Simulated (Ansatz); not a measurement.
# B2PLYP/STO-3G run of AsH3 (SMILES [H][As]([H])[H])

What is the electronic atomisation energy of AsH3 at B2PLYP/STO-3G? 

The results are computed with Ansatz 0.2.0.

32 further runs of the same task are left out: 2 that didn't finish, 30 set aside as unsound or not needed.

### 1 The molecule

AsH3: 4 atoms, total charge 0, spin state singlet. As SMILES, `[H][As]([H])[H]`. Geometry: a GFN2-xTB relaxation, a rough one for these elements and not checked as a minimum.

Bond lengths: As1–H2 1.496 Å, As1–H3 1.496 Å, As1–H4 1.496 Å. Angles: H2–As1–H3 89.4°, H2–As1–H4 89.3°, H3–As1–H4 89.1°.

### 2 A single-point energy at B2PLYP/STO-3G

The input, input.yaml:

```yaml
crystal:
  periodic: [false, false, false]
  atoms:
    - {symbol: As, position_ang: [-0.004370, 0.005540, 0.655970]}
    - {symbol: H, position_ang: [1.216520, -0.029700, -0.207950]}
    - {symbol: H, position_ang: [-0.582780, 1.061080, -0.232340]}
    - {symbol: H, position_ang: [-0.629370, -1.036930, -0.215680]}
basis:
  gaussian: {orbitals: STO-3G}
accuracy: high
correlation: {frozen_orbitals: {As: 9, H: 0}}
hamiltonian: {xc: {name: B2PLYP}}
total_charge: 0
```

Launch:

```bash
$ ansatz run input.yaml --threads 1 --pin off --max-ram 2610MiB --events-out events.jsonl --progress --plain --runs-dir runs
```

The program printed:

```text
Warning: RAYON_NUM_THREADS=1 ignored (pool sized by the plan → 1); use --threads N
Functional definition: B2PLYP
  name "B2PLYP"
  parameter a = 0.53
  parameter c = 0.27
  exchange = (1 - a)*b88_x + a*exact_x
  correlation = (1 - c)*lyp_c + c*(mp2_os + mp2_ss)
262 factors; integrals over basis functions are off by at most 5.9e-9 eV
mean field evaluation 1: about -60192.2227 eV, gradient 1.8e0 eV
mean field evaluation 2: about -60192.2129 eV, gradient 1.8e0 eV
mean field evaluation 4: about -60192.2300 eV, gradient 1.1e-1 eV
mean field evaluation 8: about -60192.2301 eV, gradient 1.7e-5 eV
mean field -60192.23009414 eV, -2212.0236562007 hartree, gradient 1.8e-8 eV, S^2 0.000000; 0 other end points of the search recorded, 0 dependent functions left out
9 core orbitals not correlated: weight in the atoms' cores, before any rotation towards them, 1.000 or more for the frozen orbitals, at most 0.000 for the correlated occupied ones
reference -60192.23010883 eV, -2212.0236567404 hartree; 9, 9 occupied and 3, 3 virtual orbitals, 262 factors
second order -1.37029660 eV of doubles, -0.00000000 eV of singles
Total energy: -60192.60008891 eV, -2212.0372532576 hartree
```

Wall time 1.1 s (1 thread of Arm Neoverse V1, shared host).

### 3 The As atom, same level

The input, in.yaml:

```yaml
crystal:
  periodic: [false, false, false]
  atoms:
    - symbol: As
      position_ang: [0.000000, 0.000000, 0.000000]
basis:
  gaussian:
    orbitals: STO-3G
correlation:
  frozen_orbitals: {As: 9}
magnetization:
  spin_polarized: true
  initial_magnetization: 3
hamiltonian:
  xc: {name: B2PLYP}
accuracy: high
```

Run the same way, it converges to -2210.18528 Eh (log not shown).

### 4 The H atom, same level

The input, job.yaml:

```yaml
crystal:
  periodic: [false, false, false]
  atoms:
    - symbol: H
      position_ang: [0.000000, 0.000000, 0.000000]
basis:
  gaussian:
    orbitals: STO-3G
magnetization:
  spin_polarized: true
  initial_magnetization: 1
hamiltonian:
  xc: {name: B2PLYP}
correlation:
  frozen_orbitals: {H: 0}
accuracy: high
```

Run the same way, it converges to -0.46478 Eh (log not shown).

### 5 What came out

At B2PLYP/STO-3G, 9 core orbitals frozen:

| quantity | value |
| --- | --- |
| molecule: total energy | -2212.03725 Eh |
| As atom: total energy | -2210.18528 Eh |
| As atom: ⟨S²⟩ | 3.750 |
| H atom: total energy | -0.46478 Eh |
| H atom: ⟨S²⟩ | 0.750 |
| electronic atomisation energy | 12.453 eV |

**Reading.** Taking the molecule apart into free atoms costs 12.45 eV (1202 kJ/mol), before zero-point energy and without spin-orbit coupling. In a minimal basis such a difference can be off by several eV, whatever the method.
